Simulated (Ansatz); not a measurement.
**BH3S2 (SMILES SBS) at revPBE/aug-cc-pVDZ**

Aim: the electronic atomisation energy of BH3S2 at revPBE/aug-cc-pVDZ, from 4 runs. 

The calculation is run with Ansatz 0.2.0.

37 further runs of the same task are left out: 2 that didn't finish, 35 set aside as unsound or not needed. Runs told in other sessions of the task aren't counted.

**1. The system as given**

The species is BH3S2 (6 atoms), meant as a singlet with charge 0. As SMILES, `SBS`. Geometry: relaxed at PBE0-D4/def2-TZVP. This is one conformer, not always the lowest.

Bond lengths: S1–B2 1.783 Å, B2–S3 1.787 Å, S1–H4 1.346 Å, B2–H5 1.190 Å, S3–H6 1.342 Å. Angles: S1–B2–S3 122.5°, S1–B2–H5 116.2°, S3–B2–H5 121.4°, B2–S1–H4 98.9°, B2–S3–H6 97.3°.

**2. The energy at revPBE/aug-cc-pVDZ**

Input file job.yaml:

```yaml
crystal:
  periodic: [false, false, false]
  atoms:
    - symbol: S
      position_ang: [-0.819900, -0.605200, -1.516500]
    - symbol: B
      position_ang: [0.091400, -0.453600, 0.008900]
    - symbol: S
      position_ang: [0.333100, 1.114800, 0.829800]
    - symbol: H
      position_ang: [-1.145600, 0.688100, -1.694600]
    - symbol: H
      position_ang: [0.535500, -1.462200, 0.457500]
    - symbol: H
      position_ang: [1.047600, 0.654100, 1.868800]
basis:
  gaussian:
    orbitals: aug-cc-pVDZ
hamiltonian:
  xc: {name: revPBE}
accuracy: high
output:
  orbitals: {seedname: orbitals}
```

Run with:

```sh
$ ansatz run job.yaml --threads 1 --pin off --max-ram 2610MiB --events-out events.jsonl --progress --plain --runs-dir runs
```

Log:

```text
Warning: RAYON_NUM_THREADS=1 ignored (pool sized by the plan → 1); use --threads N
Functional definition: revPBE
  name "revPBE"
  parameter kappa = 1.245
  parameter beta = 0.06672455060314922
  exchange = pbe_x(kappa = kappa, mu = beta*pi^2/3)
  correlation = pbe_c(beta = beta)
2086 factors; integrals over basis functions are off by at most 3.4e-9 eV
mean field evaluation 1: about -22389.8166 eV, gradient 3.3e1 eV
mean field evaluation 2: about -22384.0384 eV, gradient 5.1e1 eV
mean field evaluation 4: about -22393.5475 eV, gradient 2.0e0 eV
mean field evaluation 8: about -22393.5567 eV, gradient 3.5e-2 eV
mean field evaluation 16: about -22393.5567 eV, gradient 1.6e-6 eV
mean field -22393.55666891 eV, -822.9480286846 hartree, gradient 4.7e-8 eV, S^2 0.000000; 0 other end points of the search recorded, 0 dependent functions left out
reference -22393.55667665 eV, -822.9480289689 hartree; 20, 20 occupied and 84, 84 virtual orbitals, 2086 factors
Total energy: -22393.55667665 eV, -822.9480289689 hartree
```

Wall time 12 s (1 thread of Arm Neoverse N1, shared host); peak memory 0.27 GiB.

**3. The B atom, same level**

Input file in.yaml:

```yaml
crystal:
  periodic: [false, false, false]
  atoms:
    - {symbol: B, position_ang: [0.000000, 0.000000, 0.000000]}
basis:
  gaussian:
    orbitals: aug-cc-pVDZ
magnetization:
  spin_polarized: true
  initial_magnetization: 1
hamiltonian:
  xc: {name: revPBE}
accuracy: high
```

Run the same way, it converges to -24.65109 Eh (log not shown).

**4. The H atom at the same level**

Input file job.yaml:

```yaml
crystal:
  periodic: [false, false, false]
  atoms:
    - symbol: H
      position_ang: [0.000000, 0.000000, 0.000000]
basis:
  gaussian:
    orbitals: aug-cc-pVDZ
magnetization:
  spin_polarized: true
  initial_magnetization: 1
hamiltonian:
  xc: {name: revPBE}
accuracy: high
```

Run the same way, it converges to -0.50379 Eh (log not shown).

**5. The S atom, same level**

Input file molecule.yaml:

```yaml
crystal:
  periodic: [false, false, false]
  atoms:
    - {symbol: S, position_ang: [0.000000, 0.000000, 0.000000]}
basis:
  gaussian:
    orbitals: aug-cc-pVDZ
accuracy: high
hamiltonian:
  xc: {name: revPBE}
magnetization:
  spin_polarized: true
  initial_magnetization: 2
```

Run the same way, it converges to -398.03675 Eh (log not shown).

**6. Summary of results**

Level: revPBE/aug-cc-pVDZ.

| quantity | value |
| --- | --- |
| molecule: total energy | -822.94803 Eh |
| molecule: HOMO energy | -6.43 eV |
| molecule: LUMO energy | -1.78 eV |
| molecule: HOMO–LUMO gap | 4.65 eV |
| B atom: total energy | -24.65109 Eh |
| B atom: ⟨S²⟩ | 0.754 |
| H atom: total energy | -0.50379 Eh |
| H atom: ⟨S²⟩ | 0.750 |
| S atom: total energy | -398.03675 Eh |
| S atom: ⟨S²⟩ | 2.003 |
| electronic atomisation energy | 19.376 eV |

**Reading.** Taking the molecule apart into free atoms costs 19.38 eV (447 kcal/mol), before zero-point energy and without spin-orbit coupling.
